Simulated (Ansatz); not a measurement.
The system is Sr2NiWO6.

```xyz
10
Lattice="-2.7786 2.7786 3.9566 2.7786 -2.7786 3.9566 2.7786 2.7786 -3.9566" Properties=species:S:1:pos:R:3 pbc="T T T"
W     0.0000    0.0000    3.9566
Sr    2.7786    0.0000    1.9783
Sr    0.0000    2.7786    1.9783
Ni    0.0000    0.0000    0.0000
O     0.0000    0.0000    5.8953
O     0.0000    0.0000    2.0178
O     1.2615    3.9511    0.0000
O     1.1725    1.5171    3.9566
O     1.5171   -1.1725    3.9565
O     1.6060    1.2615    0.0000
```

| Quantity | Value |
| --- | --- |
| Program | Ansatz 0.2.0 |
| Task | single point |
| Functional | PBEsol |
| Potentials or basis | Ansatz PAW |
| Cutoff | 420 eV (not typed: the program's choice for these potentials) |
| k mesh | 7 × 7 × 7 |
| Occupations | fermi-dirac, width 0.05 eV |
| Spin | collinear spin, ferromagnetic start |
| Starting moments | [0.0, 0.0, 0.0, 1.0, 0.0, 0.0, 0.0, 0.0, 0.0, 0.0] μB |

On this cell: pressure -3.0 GPa; largest force 0.399 eV/Å; net moment 2.00 μB per cell; site moments W +0.02; Sr -0.00; Ni +1.56; O +0.06 μB; band gap on the k mesh 0.84 eV, indirect (least direct gap 0.93 eV).

The same run follows on a disturbed copy (atoms moved at random, drawn with an rms of 0.05 Å):

```xyz
10
Lattice="-2.7786 2.7786 3.9566 2.7786 -2.7786 3.9566 2.7786 2.7786 -3.9566" Properties=species:S:1:pos:R:3 pbc="T T T"
W    -0.0292   -0.0233    3.9827
Sr    2.7625   -0.0096    1.9859
Sr   -0.0155    2.8300    1.9752
Ni    0.0012   -0.0005    0.0080
O     0.0184   -0.0339    5.9287
O    -0.0291   -0.0007    1.9709
O     1.2733    3.9360    0.0209
O     1.1718    1.5579    3.9269
O     1.5112   -1.1538    3.9511
O     1.5946    1.2699    0.0254
```

Task: What changes?

Result: The energy moves by +14.3 meV/atom; pressure -3.6 GPa; largest force 1.660 eV/Å; net moment 2.00 μB per cell; site moments W +0.02; Sr -0.00; Ni +1.55; O +0.06, +0.07 μB; band gap on the k mesh 0.65 eV, indirect (least direct gap 0.83 eV).

Forces on the atoms (eV/Å):
```
W    1.032  0.912 -0.562
Sr   0.014  0.074 -0.005
Sr  -0.019 -0.276  0.087
Ni  -0.197 -0.069 -0.034
O    0.055  0.212 -1.097
O    0.000 -0.133  1.655
O   -0.338  0.279  0.048
O   -0.613 -0.706  0.155
O    0.124 -0.023 -0.117
O   -0.058 -0.269 -0.130
```

Stress tensor (GPa, compression positive):
```
-2.43 -0.75 -0.11
-0.75 -3.03  0.57
-0.11  0.57 -5.45
```

Caveats: odd divisions of the mesh miss points on the zone boundary, where band edges often lie, so the gap on the mesh can be too wide; spin-orbit coupling is left out, which moves the levels of the heavy elements; a cell with one magnetic atom can't hold antiferromagnetic order, which such compounds often take; the PAW data sets come from PBE, with cores solved anew for the run's functional, which leaves a small shift of forces and pressure.

A k mesh can miss the band edges.
